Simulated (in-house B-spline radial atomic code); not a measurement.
# Cu⁺: a test of the first knot

Aim: see how the result and the number of iterations for Cu⁺ depend on the first knot.

Program: in-house B-spline radial atomic code version 1. Level of theory: scalar-relativistic (spin-free one-electron X2C) B97-1, spin-polarised, spherical fractional occupations, Fermi nucleus, basis-set limit. These are calculated values, not measurements, unless marked.

### 1 The system

- element: copper (Z = 29)
- charge: +1
- electrons: 28
- configuration: [Ar] 3d10
- Hamiltonian: scalar-relativistic (X2C)
- nucleus: Fermi, rms radius 3.882 fm

Outer shells as boxes (Hund's rule):

[Ar] 3d10
```
[Ar] core
3d [↑↓][↑↓][↑↓][↑↓][↑↓]
```

Where spins are not typed, each open shell is filled with up spins first.

A run counts as converged when the orbital gradient is under the tolerance times 29 hartree (or under the basis's noise floor) and the energy moved by less than 1e-8 hartree times the root of its size. Energy differences under 5e-06 hartree are noise.

Input settings:

```ini
Z = 29
electrons = 28.0
configuration = [Ar] 3d10
hamiltonian = x2c
method = b97_1
spin_polarised = True
nucleus = fermi
rms_radius = 3.8823
mass_number = 63
atomic_mass = 62.929597119
speed_of_light = 137.035999084
knot_spacing = 0.22
spline_order = 8
gauss_points = 12
box_radius = 35.29
max_iterations = 70
damping = 0.5
damped_steps = 3
diis_vectors = 10
tolerance = 1e-08
start = Thomas-Fermi
```

From the earlier run of the reference: total energy -1654.436761 hartree. Levels, eight at most:

```tsv
orbital	occupation	energy (eV)	<r> (bohr)
2p down	3	-937.05	0.2063
2p up	3	-937.05	0.2063
3s down	1	-128.55	0.7131
3s up	1	-128.55	0.7131
3p down	3	-84.808	0.7514
3p up	3	-84.808	0.7514
3d down	5	-15.445	1.005
3d up	5	-15.445	1.005
```

### 2 First knot 3.45e-06

The settings differ from step 1 so:

```diff
@@ -15,2 +15,3 @@
 box_radius = 35.29
+first_knot = 3.45e-06
 max_iterations = 70
```

On the command line:

```console
$ python run_scf.py task.json out
```

task.json lists these runs, among others, and the program works through them in turn.

Results of the run (chosen fields of its result record, rounded):

```text
{
  "status": "converged",
  "scf [iteration, energy, orbital gradient]": [
    [1, -1653.45807074, 0.35],
    [2, -1652.31898159, 0.258],
    [3, -1653.54054791, 0.155],
    [4, -1653.98741462, 0.115],
    [5, -1645.9174469, 0.402],
    [6, -1654.39908484, 0.0264],
    [7, -1654.42789296, 0.0169],
    [8, -1654.4364088, 0.00308],
    [9, -1654.43676073, 0.000256],
    [10, -1654.4367631, 4.06e-06],
    [11, -1654.4367631, 5.29e-07]
  ],
  "energy [hartree]": {"total": -1654.4367631, "kinetic": 1682.74148248, "nuclear": -3979.7967892, "coulomb": 710.432074236, "exact_exchange": -13.9241313352, "xc": -53.8893992813},
  "orbitals [hartree, bohr; up spins, the down spins are equal]": [
    ["name", "occ", "eps", "<r>"],
    ["1s up", 1.0, -326.83943, 0.051779],
    ["2s up", 1.0, -39.886641, 0.23474],
    ["2p up", 3.0, -34.435886, 0.2063],
    ["3s up", 1.0, -4.7241851, 0.71314],
    ["3p up", 3.0, -3.1166217, 0.75144],
    ["3d up", 5.0, -0.56759048, 1.0049]
  ],
  "sum_r [bohr^k]": {"-1": 138.3092, "1": 17.79512, "2": 19.47399},
  "energy_minus_base [hartree]": -2.5903953e-06
}
```

Run time: 0.2 s. Hardware: 1 thread, shared host.

energy_minus_base is the energy less that of the reference run.

### 3 First knot 3.45e-05

The settings differ from step 2 so:

```diff
@@ -15,3 +15,3 @@
 box_radius = 35.29
-first_knot = 3.45e-06
+first_knot = 3.45e-05
 max_iterations = 70
```

From the record:

```text
{
  "status": "converged",
  "scf [iteration, energy, orbital gradient]": [
    [1, -1653.45789255, 0.356],
    [2, -1652.31838483, 0.271],
    [3, -1653.54039784, 0.151],
    [4, -1653.98734432, 0.113],
    [5, -1645.91490102, 0.388],
    [6, -1654.39907473, 0.0261],
    [7, -1654.42788476, 0.0162],
    [8, -1654.43640291, 0.00292],
    [9, -1654.43675465, 0.000245],
    [10, -1654.43675695, 4.43e-06],
    [11, -1654.43675695, 4.92e-07],
    [12, -1654.43675695, 1.64e-08]
  ],
  "energy [hartree]": {"total": -1654.43675695, "kinetic": 1682.74165492, "nuclear": -3979.7969852, "coulomb": 710.432091047, "exact_exchange": -13.9241312387, "xc": -53.8893864786},
  "orbitals [hartree, bohr; up spins, the down spins are equal]": [
    ["name", "occ", "eps", "<r>"],
    ["1s up", 1.0, -326.83942, 0.051779],
    ["2s up", 1.0, -39.886634, 0.23474],
    ["2p up", 3.0, -34.43588, 0.2063],
    ["3s up", 1.0, -4.7241875, 0.71314],
    ["3p up", 3.0, -3.1166247, 0.75144],
    ["3d up", 5.0, -0.56759308, 1.0049]
  ],
  "sum_r [bohr^k]": {"-1": 138.3092, "1": 17.79512, "2": 19.474},
  "energy_minus_base [hartree]": 3.56066698e-06
}
```

Run time: 0.16 s. Hardware: 1 thread, shared host.

### 4 First knot 0.000345

The settings differ from step 3 so:

```diff
@@ -15,3 +15,3 @@
 box_radius = 35.29
-first_knot = 3.45e-05
+first_knot = 0.000345
 max_iterations = 70
```

From the record:

```text
{
  "status": "converged",
  "scf [iteration, energy, orbital gradient]": [
    [1, -1653.45808439, 0.352],
    [2, -1652.31864223, 0.262],
    [3, -1653.54057596, 0.156],
    [4, -1653.98751554, 0.116],
    [5, -1645.91519619, 0.402],
    [6, -1654.39924501, 0.0265],
    [7, -1654.42805196, 0.017],
    [8, -1654.43657043, 0.00308],
    [9, -1654.43692235, 0.000257],
    [10, -1654.43692471, 4.09e-06],
    [11, -1654.43692471, 5.12e-07],
    [12, -1654.43692471, 1.77e-08]
  ],
  "energy [hartree]": {"total": -1654.43692471, "kinetic": 1682.74203822, "nuclear": -3979.79741626, "coulomb": 710.431986415, "exact_exchange": -13.9241310261, "xc": -53.8894020599},
  "orbitals [hartree, bohr; up spins, the down spins are equal]": [
    ["name", "occ", "eps", "<r>"],
    ["1s up", 1.0, -326.8395, 0.051779],
    ["2s up", 1.0, -39.886651, 0.23474],
    ["2p up", 3.0, -34.43589, 0.2063],
    ["3s up", 1.0, -4.7241906, 0.71314],
    ["3p up", 3.0, -3.1166259, 0.75144],
    ["3d up", 5.0, -0.56759312, 1.0049]
  ],
  "sum_r [bohr^k]": {"-1": 138.3092, "1": 17.79513, "2": 19.47401},
  "energy_minus_base [hartree]": -0.000164201019
}
```

It took 0.14 s on 1 thread, shared host.

### 5 First knot 0.00345

The settings differ from step 4 so:

```diff
@@ -15,3 +15,3 @@
 box_radius = 35.29
-first_knot = 0.000345
+first_knot = 0.00345
 max_iterations = 70
```

From the record:

```text
{
  "status": "converged",
  "scf [iteration, energy, orbital gradient]": [
    [1, -1653.46349685, 0.355],
    [2, -1652.32414702, 0.27],
    [3, -1653.54598251, 0.149],
    [4, -1653.99289435, 0.112],
    [5, -1645.92153525, 0.393],
    [6, -1654.40459482, 0.0262],
    [7, -1654.43340694, 0.0161],
    [8, -1654.44192468, 0.00297],
    [9, -1654.44227654, 0.000241],
    [10, -1654.44227884, 4.4e-06],
    [11, -1654.44227884, 5.08e-07],
    [12, -1654.44227884, 1.6e-08]
  ],
  "energy [hartree]": {"total": -1654.44227885, "kinetic": 1682.76017787, "nuclear": -3979.82132259, "coulomb": 710.432540041, "exact_exchange": -13.9241597375, "xc": -53.8895144261},
  "orbitals [hartree, bohr; up spins, the down spins are equal]": [
    ["name", "occ", "eps", "<r>"],
    ["1s up", 1.0, -326.84178, 0.051779],
    ["2s up", 1.0, -39.886862, 0.23474],
    ["2p up", 3.0, -34.435864, 0.2063],
    ["3s up", 1.0, -4.7242204, 0.71314],
    ["3p up", 3.0, -3.1166225, 0.75144],
    ["3d up", 5.0, -0.56759288, 1.0049]
  ],
  "sum_r [bohr^k]": {"-1": 138.3097, "1": 17.79512, "2": 19.47401},
  "energy_minus_base [hartree]": -0.00551833456
}
```

It took 0.1 s on 1 thread, shared host.

### 6 First knot 0.0103

The settings differ from step 5 so:

```diff
@@ -15,3 +15,3 @@
 box_radius = 35.29
-first_knot = 0.00345
+first_knot = 0.0103
 max_iterations = 70
```

From the record:

```text
{
  "status": "converged",
  "scf [iteration, energy, orbital gradient]": [
    [1, -1653.45342244, 0.36],
    [2, -1652.31398325, 0.269],
    [3, -1653.535915, 0.147],
    [4, -1653.982847, 0.111],
    [5, -1645.91090431, 0.394],
    [6, -1654.39455976, 0.0261],
    [7, -1654.42337378, 0.0162],
    [8, -1654.43189294, 0.00298],
    [9, -1654.43224491, 0.00024],
    [10, -1654.43224722, 4.39e-06],
    [11, -1654.43224722, 5.15e-07],
    [12, -1654.43224722, 1.59e-08]
  ],
  "energy [hartree]": {"total": -1654.43224722, "kinetic": 1682.70958121, "nuclear": -3979.76030722, "coulomb": 710.431665571, "exact_exchange": -13.924106829, "xc": -53.8890799517},
  "orbitals [hartree, bohr; up spins, the down spins are equal]": [
    ["name", "occ", "eps", "<r>"],
    ["1s up", 1.0, -326.83749, 0.051779],
    ["2s up", 1.0, -39.886454, 0.23474],
    ["2p up", 3.0, -34.435899, 0.2063],
    ["3s up", 1.0, -4.7241582, 0.71314],
    ["3p up", 3.0, -3.116625, 0.75144],
    ["3d up", 5.0, -0.56759338, 1.0049]
  ],
  "sum_r [bohr^k]": {"-1": 138.3059, "1": 17.79512, "2": 19.474},
  "energy_minus_base [hartree]": 0.00451328801
}
```

Wall time 0.09 s (1 thread, shared host).

### 7 First knot 0.0345

The settings differ from step 6 so:

```diff
@@ -15,3 +15,3 @@
 box_radius = 35.29
-first_knot = 0.0103
+first_knot = 0.0345
 max_iterations = 70
```

From the record:

```text
{
  "status": "converged",
  "scf [iteration, energy, orbital gradient]": [
    [1, -1653.34079453, 0.486],
    [2, -1652.20114648, 0.265],
    [3, -1653.42343866, 0.157],
    [4, -1653.87044857, 0.116],
    [5, -1645.79662968, 0.401],
    [6, -1654.2822218, 0.0265],
    [7, -1654.31102925, 0.017],
    [8, -1654.31954759, 0.00308],
    [9, -1654.31989939, 0.000257],
    [10, -1654.31990174, 4.13e-06],
    [11, -1654.31990174, 4.95e-07],
    [12, -1654.31990174, 1.81e-08]
  ],
  "energy [hartree]": {"total": -1654.31990174, "kinetic": 1682.22231458, "nuclear": -3979.155192, "coulomb": 710.4219974, "exact_exchange": -13.9235178961, "xc": -53.8855038261},
  "orbitals [hartree, bohr; up spins, the down spins are equal]": [
    ["name", "occ", "eps", "<r>"],
    ["1s up", 1.0, -326.78977, 0.051786],
    ["2s up", 1.0, -39.881893, 0.23476],
    ["2p up", 3.0, -34.43628, 0.2063],
    ["3s up", 1.0, -4.723474, 0.71319],
    ["3p up", 3.0, -3.1166576, 0.75144],
    ["3d up", 5.0, -0.56759864, 1.0049]
  ],
  "sum_r [bohr^k]": {"-1": 138.2693, "1": 17.79512, "2": 19.47382},
  "energy_minus_base [hartree]": 0.116858769
}
```

It took 0.08 s on 1 thread, shared host.

### 8 First knot 0.103

The settings differ from step 7 so:

```diff
@@ -15,3 +15,3 @@
 box_radius = 35.29
-first_knot = 0.0345
+first_knot = 0.103
 max_iterations = 70
```

From the record:

```text
{
  "status": "converged",
  "scf [iteration, energy, orbital gradient]": [
    [1, -1652.40499485, 1.09],
    [2, -1651.26319412, 0.267],
    [3, -1652.48869453, 0.157],
    [4, -1652.93635241, 0.116],
    [5, -1644.84764872, 0.401],
    [6, -1653.3485113, 0.0266],
    [7, -1653.37734798, 0.0171],
    [8, -1653.38588001, 0.00309],
    [9, -1653.38623247, 0.000258],
    [10, -1653.38623482, 4.19e-06],
    [11, -1653.38623482, 4.91e-07],
    [12, -1653.38623482, 1.83e-08]
  ],
  "energy [hartree]": {"total": -1653.38623482, "kinetic": 1678.73904852, "nuclear": -3974.69415637, "coulomb": 710.351640749, "exact_exchange": -13.9195869889, "xc": -53.8631807309},
  "orbitals [hartree, bohr; up spins, the down spins are equal]": [
    ["name", "occ", "eps", "<r>"],
    ["1s up", 1.0, -326.38806, 0.051838],
    ["2s up", 1.0, -39.844437, 0.2349],
    ["2p up", 3.0, -34.439394, 0.20629],
    ["3s up", 1.0, -4.7178284, 0.71358],
    ["3p up", 3.0, -3.1169033, 0.7514],
    ["3d up", 5.0, -0.56764266, 1.0048]
  ],
  "sum_r [bohr^k]": {"-1": 137.999, "1": 17.79509, "2": 19.4723},
  "energy_minus_base [hartree]": 1.05052569
}
```

Run time: 0.07 s. Hardware: 1 thread, shared host.

### 9 Results

| run | outcome | iterations | energy less the reference (hartree) |
| --- | --- | --- | --- |
| reference | converged | 12 | 0 |
| first knot 3.45e-06 | converged | 11 | below noise |
| first knot 3.45e-05 | converged | 12 | below noise |
| first knot 0.000345 | converged | 12 | -0.000164 |
| first knot 0.00345 | converged | 12 | -0.00552 |
| first knot 0.0103 | converged | 12 | +0.00451 |
| first knot 0.0345 | converged | 12 | +0.117 |
| first knot 0.103 | converged | 12 | +1.05 |

**Reading.** Of 7 changed inputs, 2 gave the reference energy within 1e-05 hartree and 5 converged to another value. The worst converged miss is +1.05 hartree (first knot 0.103): the first knot lies too far out to describe the region near the nucleus.
